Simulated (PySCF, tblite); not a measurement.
# C6H12BNO: geometry, infrared bands and NMR shifts

Wanted: the infrared bands and NMR shifts of C6H12BNO (`CC#CCB(N)OCC`), by calculation.

Computed with tblite 0.8.0 and PySCF 2.14.0, with density-fitted response routines of our own, on a single molecule in the gas phase. Atoms are numbered from 0 throughout.

## (1) Starting geometry

21 atoms, charge 0, multiplicity 1; geometry from: force field or distance geometry start.

Bonds of the start (Å): C0–C1 1.47, C1–C2 1.21, C2–C3 1.48, C3–B4 1.59, B4–N5 1.53, B4–O6 1.47, O6–C7 1.40, C7–C8 1.53, C0–H9 1.10, C0–H10 1.11, C0–H11 1.11, C3–H12 1.14, C3–H13 1.10, N5–H14 1.04, N5–H15 1.04, C7–H16 1.12, C7–H17 1.09, C8–H18 1.13, C8–H19 1.10, C8–H20 1.11.

## (2) Optimising the geometry with GFN2-xTB

What the job is given:

```
{"job": {"kind": "relax", "xc": "GFN2-xTB", "basis": "xTB"}, "charge": 0, "multiplicity": 1}
C      4.019500     0.909700    -1.348200
C      2.883300     0.152400    -0.795400
C      1.981900    -0.483000    -0.307300
C      0.838100    -1.221800     0.270400
B     -0.232100    -0.140600     0.717500
N      0.211500     0.863000     1.777900
O     -1.640000    -0.558100     0.673300
C     -2.339600     0.238600    -0.243700
C     -3.779400    -0.282200    -0.206100
H      4.083000     0.747500    -2.431900
H      3.879700     1.984700    -1.120100
H      4.981800     0.617100    -0.869100
H      1.171400    -1.725100     1.240700
H      0.443700    -1.970800    -0.438200
H      0.596800     0.399500     2.621000
H     -0.513700     1.576200     1.980300
H     -2.369300     1.299400     0.122700
H     -1.901500     0.156500    -1.243300
H     -4.139700    -0.087100     0.851700
H     -4.422100     0.233300    -0.934500
H     -3.762200    -1.383100    -0.318000
```

Run with:

```bash
$ OMP_NUM_THREADS=1 python probes_run.py task.json out
```

One launch serves the whole session: the jobs run in the order shown.

The program printed:

```text
step      E/eV     max force
  0    -738.10972    3.287
  1    -738.53644    2.112
  2    -738.82784    1.268
  3    -738.87519    1.541
  4    -738.92716    1.186
  5    -738.98793    0.740
  6    -739.09530    1.070
  7    -739.19194    1.429
  8    -739.26531    0.888
  9    -739.33484    0.555
 10    -739.37396    0.574
 11    -739.40824    0.644
 12    -739.41572    0.787
 13    -739.43642    0.357
 14    -739.44649    0.338
 15    -739.47838    0.331
 16    -739.49162    0.404
 17    -739.51739    0.471
 18    -739.53704    0.401
 19    -739.55966    0.277
 20    -739.57371    0.273
 21    -739.58846    0.304
 22    -739.59962    0.255
 23    -739.60857    0.235
 24    -739.61699    0.244
 25    -739.62739    0.256
 26    -739.64123    0.240
 27    -739.65624    0.249
 28    -739.66788    0.261
 29    -739.67981    0.244
 30    -739.69079    0.202
 31    -739.70111    0.191
 32    -739.70867    0.181
 33    -739.71382    0.179
 34    -739.71755    0.149
 35    -739.72338    0.166
 36    -739.72911    0.167
 37    -739.73418    0.170
 38    -739.73813    0.125
 39    -739.74126    0.102
 40    -739.74399    0.117
 41    -739.74591    0.117
 42    -739.74726    0.110
 43    -739.74844    0.091
 44    -739.75033    0.081
 45    -739.75209    0.085
 46    -739.75379    0.104
 47    -739.75549    0.113
 48    -739.75783    0.146
 49    -739.76074    0.128
 50    -739.76377    0.123
 51    -739.76603    0.142
 52    -739.76834    0.137
 53    -739.77131    0.152
 54    -739.77563    0.143
 55    -739.77948    0.127
 56    -739.78266    0.120
 57    -739.78509    0.178
 58    -739.78822    0.142
 59    -739.79074    0.102
 60    -739.79236    0.059
 61    -739.79291    0.053
 62    -739.79359    0.047
 63    -739.79406    0.051
 64    -739.79446    0.043
 65    -739.79480    0.047
 66    -739.79514    0.041
 67    -739.79547    0.038
 68    -739.79589    0.047
 69    -739.79631    0.053
 70    -739.79672    0.047
 71    -739.79715    0.046
 72    -739.79766    0.063
 73    -739.79826    0.070
 74    -739.79883    0.055
 75    -739.79928    0.043
 76    -739.79968    0.041
 77    -739.80015    0.053
 78    -739.80066    0.061
 79    -739.80108    0.047
 80    -739.80136    0.033
 81    -739.80158    0.029
 82    -739.80184    0.038
 83    -739.80218    0.051
 84    -739.80258    0.050
 85    -739.80299    0.044
 86    -739.80342    0.049
 87    -739.80386    0.059
 88    -739.80431    0.051
 89    -739.80482    0.053
 90    -739.80546    0.057
 91    -739.80623    0.062
 92    -739.80698    0.060
 93    -739.80752    0.055
 94    -739.80791    0.051
 95    -739.80832    0.047
 96    -739.80891    0.059
 97    -739.80965    0.058
 98    -739.81036    0.051
 99    -739.81090    0.042
100    -739.81131    0.039
101    -739.81169    0.039
102    -739.81204    0.034
103    -739.81232    0.031
104    -739.81255    0.036
105    -739.81276    0.037
106    -739.81299    0.094
107    -739.81329    0.116
108    -739.81370    0.057
109    -739.81429    0.060
110    -739.81465    0.052
111    -739.81508    0.052
112    -739.81558    0.056
113    -739.81620    0.087
114    -739.81681    0.087
115    -739.81723    0.042
116    -739.81747    0.032
117    -739.81766    0.039
118    -739.81796    0.053
119    -739.81840    0.060
120    -739.81886    0.040
121    -739.81928    0.057
122    -739.81969    0.046
123    -739.82012    0.048
124    -739.82065    0.045
125    -739.82110    0.054
126    -739.82155    0.053
127    -739.82205    0.065
128    -739.82272    0.058
129    -739.82341    0.047
130    -739.82377    0.036
131    -739.82398    0.035
132    -739.82415    0.036
133    -739.82430    0.026
134    -739.82441    0.018
135    -739.82446    0.020
136    -739.82453    0.022
137    -739.82461    0.023
138    -739.82472    0.024
139    -739.82484    0.023
140    -739.82497    0.023
141    -739.82510    0.027
142    -739.82524    0.029
143    -739.82541    0.029
144    -739.82566    0.032
145    -739.82599    0.034
146    -739.82643    0.048
147    -739.82700    0.044
148    -739.82767    0.061
149    -739.82840    0.060
150    -739.82907    0.059
151    -739.82957    0.069
152    -739.82998    0.062
153    -739.83038    0.053
154    -739.83085    0.063
155    -739.83138    0.059
156    -739.83199    0.047
157    -739.83226    0.043
158    -739.83265    0.035
159    -739.83290    0.036
160    -739.83308    0.033
161    -739.83324    0.034
162    -739.83344    0.031
163    -739.83380    0.030
164    -739.83405    0.039
165    -739.83431    0.029
166    -739.83449    0.026
167    -739.83465    0.020
168    -739.83479    0.026
169    -739.83492    0.024
170    -739.83500    0.016
171    -739.83505    0.013
172    -739.83507    0.011
173    -739.83509    0.014
174    -739.83512    0.009
```

Run time: 1.4 s. Hardware: 1 thread of Arm Neoverse V1, shared host.

Relaxation path: (not every step is listed)

```
step  energy from step 0 (eV)  largest force (eV/Å)
   0                   0.0000                3.2868
   1                  -0.4267                2.1123
   2                  -0.7181                1.2684
   3                  -0.7655                1.5413
   4                  -0.8174                1.1863
   5                  -0.8782                0.7400
   6                  -0.9856                1.0697
   7                  -1.0822                1.4292
   8                  -1.1556                0.8883
  24                  -1.5073                0.2443
  40                  -1.6343                0.1168
  56                  -1.6729                0.1196
  72                  -1.6879                0.0627
  88                  -1.6946                0.0508
 104                  -1.7028                0.0360
 120                  -1.7091                0.0398
 136                  -1.7148                0.0216
 152                  -1.7203                0.0615
 168                  -1.7251                0.0258
 169                  -1.7252                0.0240
 170                  -1.7253                0.0164
 171                  -1.7253                0.0127
 172                  -1.7253                0.0112
 173                  -1.7254                0.0137
 174                  -1.7254                0.0093
```

Distances of close pairs at the start and the end, largest changes first:

```
  bond  before (Å)  after (Å)  change (Å)
 B4–N5       1.526      1.404      -0.122
 B4–O6       1.469      1.355      -0.114
C3–H12       1.143      1.093      -0.050
C8–H18       1.134      1.087      -0.047
N5–H14       1.036      1.003      -0.033
N5–H15       1.037      1.005      -0.032
 C2–C3       1.479      1.451      -0.028
C7–H16       1.123      1.099      -0.024
```

The final coordinates are the input of the step that follows.

## (3) Harmonic vibrations with GFN2-xTB

What the job is given:

```
{"job": {"kind": "ir", "xc": "GFN2-xTB", "basis": "xTB"}, "charge": 0, "multiplicity": 1}
C      4.100165     0.897580    -1.119488
C      2.985534     0.116942    -0.618576
C      2.071751    -0.542428    -0.209428
C      0.937841    -1.307771     0.274729
B     -0.340200    -0.346052     0.434085
N     -0.401932     0.530092     1.529388
O     -1.283478    -0.428126    -0.535679
C     -2.438660     0.372315    -0.599180
C     -3.546395    -0.145313     0.314939
H      4.196984     0.760538    -2.196768
H      3.939532     1.956485    -0.913997
H      5.028669     0.583123    -0.641989
H      1.211206    -1.767920     1.227655
H      0.732795    -2.108273    -0.437913
H      0.348154     0.614399     2.190603
H     -1.128089     1.209239     1.675308
H     -2.198370     1.414033    -0.345624
H     -2.776554     0.343693    -1.641343
H     -3.209891    -0.151869     1.348807
H     -4.426280     0.487461     0.228380
H     -3.811702    -1.161799     0.035619
```

The program printed:

```text
mode    cm-1     km/mol
  1     -13.7      0.03
  2       4.5      0.31
  3      50.3      1.46
  4      95.7      0.67
  5     111.6      0.18
  6     172.1      0.21
  7     203.2      2.11
  8     226.6      3.91
  9     244.7      2.07
 10     284.1      0.20
 11     299.2      0.09
 12     317.2      0.54
 13     415.0      4.71
 14     459.2     58.61
 15     480.6    142.42
 16     497.2      3.88
 17     559.4     38.16
 18     736.6     18.06
 19     792.5      1.08
 20     816.2     12.05
 21     828.9     10.42
 22     840.2      5.48
 23     942.4      3.81
 24    1025.2      3.75
 25    1030.5      5.24
 26    1074.3     12.43
 27    1100.8     11.45
 28    1124.6     15.15
 29    1157.4      4.77
 30    1191.8     25.12
 31    1221.7    269.51
 32    1245.8    187.99
 33    1261.2      6.19
 34    1318.5    195.29
 35    1352.2    205.69
 36    1393.2      0.77
 37    1397.8      4.79
 38    1449.2      2.74
 39    1466.5      3.17
 40    1466.9      3.51
 41    1480.2      1.59
 42    1485.1      6.14
 43    1499.6      2.26
 44    1536.4    123.03
 45    2417.6      6.27
 46    2875.6     58.28
 47    2928.4     40.52
 48    2952.8     55.46
 49    2983.3     39.75
 50    2989.3     37.35
 51    2992.1     37.30
 52    3002.1     43.60
 53    3037.0     34.88
 54    3041.2     33.44
 55    3047.9     21.96
 56    3509.2      1.97
 57    3556.6      2.19
```

It took 0.84 s on 1 thread of Arm Neoverse V1, shared host.

Which atoms move in the most intense modes:

```
cm⁻¹  km/mol                                 atoms
 459    58.6   H15 31 %, O6 15 %, B4 12 %, C7 10 %
 481   142.4           H14 32 %, H15 20 %, N5 16 %
1222   269.5                      B4 47 %, O6 20 %
1246   188.0                     C3 40 %, H13 15 %
1318   195.3  B4 31 %, H16 21 %, H17 18 %, C7 10 %
1352   205.7           B4 34 %, H17 23 %, H16 14 %
1536   123.0           H14 40 %, H15 40 %, N5 15 %
2876    58.3                              H16 89 %
```

## (4) Shielding tensors: PBE0/pcSseg-1

Settings changed since step 3:

```diff
@@ -1,2 +1,2 @@
-{"job": {"kind": "ir", "xc": "GFN2-xTB", "basis": "xTB"}, "charge": 0, "multiplicity": 1}
+{"job": {"kind": "nmr", "xc": "PBE0", "basis": "pcSseg-1"}, "charge": 0, "multiplicity": 1}
 C      4.100165     0.897580    -1.119488
```

Method: GIAO PBE0/pcSseg-1 NMR shielding, non-relativistic, gas phase.

The program printed:

```text
coarse grid: 17192 points
cycle   1  E = -390.0348913737  dE =  1.114e+00  |g| = 7.403e-01  |ddm| = 4.362e+00
cycle   2  E = -389.9735457539  dE =  6.135e-02  |g| = 9.594e-01  |ddm| = 1.664e+00
cycle   3  E = -390.1501017040  dE = -1.766e-01  |g| = 1.465e-01  |ddm| = 1.014e+00
cycle   4  E = -390.1538679945  dE = -3.766e-03  |g| = 4.124e-02  |ddm| = 1.413e-01
cycle   5  E = -390.1541727381  dE = -3.047e-04  |g| = 1.591e-02  |ddm| = 3.837e-02
cycle   6  E = -390.1542217164  dE = -4.898e-05  |g| = 6.269e-03  |ddm| = 1.525e-02
cycle   7  E = -390.1542300553  dE = -8.339e-06  |g| = 2.280e-03  |ddm| = 5.649e-03
final grid: 165120 points
cycle   8  E = -390.2148064329  dE = -4.271e-05  |g| = 1.405e-02  |ddm| = 5.042e-02
cycle   9  E = -390.2147534502  dE =  5.298e-05  |g| = 2.158e-02  |ddm| = 2.257e-02
cycle  10  E = -390.2148452206  dE = -9.177e-05  |g| = 3.065e-03  |ddm| = 1.461e-02
cycle  11  E = -390.2148473770  dE = -2.156e-06  |g| = 6.277e-04  |ddm| = 2.563e-03
cycle  12  E = -390.2148474632  dE = -8.629e-08  |g| = 2.015e-04  |ddm| = 6.492e-04
cycle  13  E = -390.2148474718  dE = -8.529e-09  |g| = 4.086e-05  |ddm| = 1.663e-04
cycle  14  E = -390.2148474721  dE = -3.611e-10  |g| = 1.155e-05  |ddm| = 5.143e-05
converged SCF energy = -390.2148474721

GIAO shielding tensors (ppm)
atom      isotropic    diamagn.    paramagn.     s11        s22        s33       span
  0 C      181.798     253.919     -72.120    174.411    174.774    196.210     21.799
  1 C      108.418     270.726    -162.308     23.451     30.207    271.596    248.145
  2 C      101.876     263.958    -162.083     11.757     18.876    274.994    263.237
  3 C      177.900     255.731     -77.831    169.992    179.004    184.703     14.712
  4 B       73.158     196.644    -123.486     51.744     70.599     97.132     45.388
  5 N      197.287     321.250    -123.962    138.523    218.051    235.287     96.764
  6 O      212.438     397.637    -185.199    118.425    188.511    330.379    211.954
  7 C      123.945     242.794    -118.849     91.905    113.343    166.586     74.682
  8 C      168.040     248.295     -80.255    148.678    169.769    185.674     36.995
  9 H       29.777      29.144       0.633     24.538     28.084     36.709     12.170
 10 H       29.855      32.367      -2.512     24.438     28.662     36.465     12.027
 11 H       29.810      26.081       3.729     24.550     27.950     36.929     12.380
 12 H       30.218      30.682      -0.465     26.076     28.730     35.847      9.770
 13 H       30.087      31.423      -1.336     25.461     29.001     35.799     10.338
 14 H       28.918      33.901      -4.982     23.087     27.351     36.316     13.229
 15 H       29.256      34.127      -4.871     22.900     27.749     37.120     14.220
 16 H       27.753      32.420      -4.667     23.763     27.859     31.636      7.872
 17 H       27.468      29.764      -2.297     22.164     27.459     32.779     10.615
 18 H       30.357      30.490      -0.134     25.505     31.326     34.239      8.734
 19 H       30.867      26.622       4.245     27.011     27.622     37.967     10.957
 20 H       30.338      28.514       1.824     26.748     28.268     35.999      9.251
```

Run time: 41 s. Hardware: 1 thread of Arm Neoverse V1, shared host; peak memory 0.95 GiB.

Shifts follow as δ = σ(reference) − σ, with reference shieldings (ppm) from runs at the same level and on the same kind of geometry: ¹H TMS 31.72, ¹³C TMS 186.9, ¹⁵N NH3 267.7, ¹⁷O H2O 336.1, ¹¹B BF3·OEt2 100.1. The references are single molecules in the gas phase, so shifts against H2O, NH3, PH3, H3PO4 or CFCl3 are not on the usual liquid scales and can be off by tens of ppm. Atoms listed in one row are averaged.

```
        atoms                                    environment  σ (ppm)  δ (ppm)  δ scaled to CDCl3
           C2                                  alkyne carbon    101.9     85.0               81.1
           C1                                  alkyne carbon    108.4     78.5               74.7
           C7                            sp3 CH2 bonded to O    123.9     63.0               59.6
           C8                                  methyl carbon    168.0     18.9               16.5
           C3                propargylic sp3 CH2 bonded to B    177.9      9.0                6.9
           C0                      propargylic methyl carbon    181.8      5.1                3.1
     H16, H17             hydrogen on an sp3 CH2 bonded to O    27.61     4.11               3.98
     H14, H15             hydrogen on a nitrogen bonded to B    29.09     2.63                  –
 H9, H10, H11        hydrogen on a propargylic methyl carbon    29.81     1.90               1.90
     H12, H13  hydrogen on a propargylic sp3 CH2 bonded to B    30.15     1.56               1.58
H18, H19, H20                    hydrogen on a methyl carbon    30.52     1.20               1.23
           B4                        boron bonded to C, N, O     73.2     26.9                  –
           N5                      nitrogen bonded to B, 2 H    197.3     70.4                  –
           O6                          oxygen bonded to C, B    212.4    123.6                  –
```

The scaled column applies a straight-line fit of computed shieldings to shifts measured in CDCl3 (root-mean-square error 0.16 ppm for H, 1.9 ppm for C).

The run also stored atomic charges by several schemes (e):

```
atoms  Mulliken    IAO  Hirshfeld  ESP fit
   C0     -0.19  -0.43      -0.10    -0.51
   C1     -0.39  -0.09      -0.08     0.04
   C2     -0.08  -0.06      -0.07    -0.13
   C3     -0.34  -0.43      -0.14    -0.56
   B4      0.64   0.41       0.21     0.77
   N5     -0.48  -0.59      -0.26    -1.10
   O6     -0.50  -0.40      -0.18    -0.53
   C7      0.02  -0.04       0.02     0.35
   C8     -0.32  -0.43      -0.12    -0.41
```

Mayer bond orders: C0–C1 1.24, C1–C2 2.63, C2–C3 1.16, C3–B4 0.87, B4–N5 1.25, B4–O6 1.17, O6–C7 0.89, C7–C8 1.06.

## (5) Results

| quantity | value |
| --- | --- |
| strongest single infrared mode (GFN2-xTB) | 1222 cm⁻¹, 270 km/mol |
| zero-point energy (GFN2-xTB) | 108.6 kcal/mol |
| ¹³C shifts against TMS (PBE0/pcSseg-1) | 85.0, 78.5, 63.0, 18.9, 9.0, 5.1 ppm |
| ¹H shifts against TMS (PBE0/pcSseg-1, means over atoms taken as alike) | 4.11, 2.63, 1.90, 1.56, 1.20 ppm |
| ¹¹B shifts against BF3·OEt2 (PBE0/pcSseg-1) | 26.9 ppm |
| ¹⁵N shifts against NH3 (PBE0/pcSseg-1) | 70.4 ppm |
| ¹⁷O shifts against H2O (PBE0/pcSseg-1) | 123.6 ppm |

What this shows: Relaxing lowered the energy by 1.725 eV in 174 steps; the close pair that moved most is B4–N5, from 1.526 to 1.404 Å. The lowest mode is slightly imaginary (14i cm⁻¹), a soft motion within the noise of the Hessian, so the minimum is not strictly shown. The strongest single mode, at 1222 cm⁻¹, is spread over many atoms; the largest shares are those of B4, O6. Unscaled tight-binding wavenumbers are off by several per cent, some by more. Its intensities can rank the bands wrongly. At PBE0/pcSseg-1: The widest tensor belongs to C2: span 263 ppm, with a paramagnetic part of -162 ppm.
